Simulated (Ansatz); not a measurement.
A run of Ansatz 0.2.0:

The input input.yaml:

```yaml
crystal:
  lattice:
    - [1.5170411163, 0.8758640969, 4.933893193]
    - [-1.5170411163, 0.8758640969, 4.933893193]
    - [0.0, -1.7517281937, 4.933893193]
  atoms:
    - { symbol: W, position: [0.0, 0.0, 0.0] }
    - { symbol: V, position: [0.5, 0.5, 0.5], spin: 2.001, spin_axis: [1.155, 1.155, 1.155] }
    - { symbol: C, position: [0.246494, 0.246494, 0.246494] }
    - { symbol: C, position: [0.753506, 0.753506, 0.753506] }
hamiltonian:
  xc: pbesol
  pseudopotentials: { kind: paw_fr }
magnetization:
  noncollinear: true
  spin_orbit: true
kpoints:
  mp_grid: { grid: [10, 10, 10] }
  band_path:
    path:
      - [[0.0, 0.0, 0.0], [0.5, 0.0, 0.0], [0.5, 0.1876755371, -0.1876755371]]
      - [[0.8123244629, 0.5, 0.1876755371], [0.5, 0.5, 0.5], [0.0, 0.0, 0.0], [0.3438377685, 0.0, -0.3438377685]]
      - [[0.6561622315, 0.3438377685, 0.0], [0.5, 0.5, 0.0], [0.6561622315, 0.6561622315, 0.1876755371], [0.5, 0.5, 0.5]]
      - [[0.5, 0.0, 0.0], [0.8123244629, 0.3438377685, 0.3438377685]]
    npoints: 14
scf:
  occupations: { method: fermi_dirac, width: 0.05 }
  n_extra_bands: 10
output:
  forces: true
  stress: true
  eigenvalues: true
  fatbands: true
```

Potentials or basis: Ansatz PAW.

Command:

```console
$ ansatz run input.yaml --threads 2 --pin off --max-ram 5632MiB --backend cpu --events-out ev --progress --plain --runs-dir out
```

Hardware: 2 threads of Intel(R) Xeon(R) Processor @ 2.50GHz (Skylake/Cascade Lake) (shared host).

How long does it take, and how much memory?

Wall time 8.2 min on 2 threads of Intel(R) Xeon(R) Processor @ 2.50GHz (Skylake/Cascade Lake), on a shared host, peak memory 1.6 GiB. Counts: scf iterations 20, plane waves 779, k points 504, bands 45.
